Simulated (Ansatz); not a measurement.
# Cl2GeH4O2Si: up Jacob's ladder to CCSD(T)

The task here is to estimate one member of a computed series from the others.

Computed with Ansatz 0.2.0, Gaussian basis. Level: functionals in def2-TZVPP, the program's frozen cores in correlated methods.

Levels to be run: PBE-D4, r2SCAN-D4, PBE0-D4, B3LYP-D4, ωB97X-V, ωB97M-V, B2PLYP; CCSD(T)/def2-TZVPP; MP2/def2-QZVPP; extrapolation to the limit.

### The relaxed structure

The geometry comes from an earlier relaxation with PBE0-D4 in a triple-zeta def2 set; it is a stationary point, not always the lowest conformer.

SMILES `O[Si](O)(Cl)[GeH2][Cl]`, 10 atoms, charge 0, spin multiplicity 1.

Atoms are counted from 1 here; the program's logs count them from 0.

Bond lengths: O1–Si2 1.630 Å, O1–H7 0.960 Å, Si2–O3 1.623 Å, Si2–Cl4 2.059 Å, Si2–Ge5 2.374 Å, O3–H8 0.960 Å, Ge5–Cl6 2.176 Å, Ge5–H9 1.535 Å, Ge5–H10 1.534 Å. Angles: Si2–O1–H7 117.7°, O1–Si2–O3 108.9°, O1–Si2–Cl4 108.8°, O1–Si2–Ge5 111.5°, O3–Si2–Cl4 111.3°, O3–Si2–Ge5 108.6°, Cl4–Si2–Ge5 107.8°, Si2–O3–H8 119.2°, Si2–Ge5–Cl6 101.8°, Si2–Ge5–H9 115.1°, Si2–Ge5–H10 115.5°, Cl6–Ge5–H9 106.1°, Cl6–Ge5–H10 106.4°, H9–Ge5–H10 110.8°.

Set-up of the first run:

in.yaml

```yaml
crystal:
  periodic: [false, false, false]
  atoms:
    - {symbol: O, position_ang: [0.343304, -1.348906, 1.311838]}
    - {symbol: Si, position_ang: [0.368750, -0.668948, -0.169001]}
    - {symbol: O, position_ang: [1.909467, -0.547174, -0.664130]}
    - {symbol: Cl, position_ang: [-0.738576, -1.835012, -1.454805]}
    - {symbol: Ge, position_ang: [-0.592475, 1.501303, -0.146450]}
    - {symbol: Cl, position_ang: [-2.397046, 1.176854, 1.025273]}
    - {symbol: H, position_ang: [-0.513172, -1.538372, 1.702002]}
    - {symbol: H, position_ang: [2.453189, -1.337362, -0.702144]}
    - {symbol: H, position_ang: [0.219061, 2.564569, 0.607082]}
    - {symbol: H, position_ang: [-1.052502, 2.033048, -1.509666]}
basis:
  gaussian: {orbitals: def2-TZVPP}
hamiltonian: {xc: pbe, dispersion: d4}
output: {forces: true, orbitals: {seedname: orbitals}}
```

On the command line:

```
> ansatz run in.yaml --threads 2 --pin off --events-out ev --progress --plain --max-ram 22528MiB --backend cuda --devices 0, --max-vram 18GiB
```

Steps of the session up to this table: PBE-D4 (GGA); r2SCAN-D4 (meta-GGA); PBE0-D4 (hybrid); B3LYP-D4 (hybrid); ωB97X-V (range-separated); ωB97M-V (range-separated); B2PLYP (double hybrid); CCSD(T) in def2-TZVPP; MP2 in def2-QZVPP.

One of the session's tables, all rows but one given; the rest of the session is left out.

It belongs to the step «Atomisation energies». 

| method | atomisation energy (eV) |
| --- | --- |
| PBE-D4 | 35.953 |
| r2SCAN-D4 | 35.818 |
| PBE0-D4 | 35.284 |
| B3LYP-D4 | ? |
| ωB97X-V | 35.825 |
| ωB97M-V | 35.676 |
| B2PLYP | 34.949 |
| HF/def2-TZVPP | 25.226 |
| MP2/def2-TZVPP | 35.718 |
| CCSD/def2-TZVPP | 34.078 |
| CCSD(T)/def2-TZVPP | 34.717 |
| MP2/CBS | 36.867 |
| CCSD(T)/CBS | 35.866 |

Q: Estimate the row for B3LYP-D4 from the others.

**Answer.** atomisation energy (eV): 35.180. In the column «atomisation energy (eV)» it lies between B2PLYP (34.949) and PBE0-D4 (35.284).
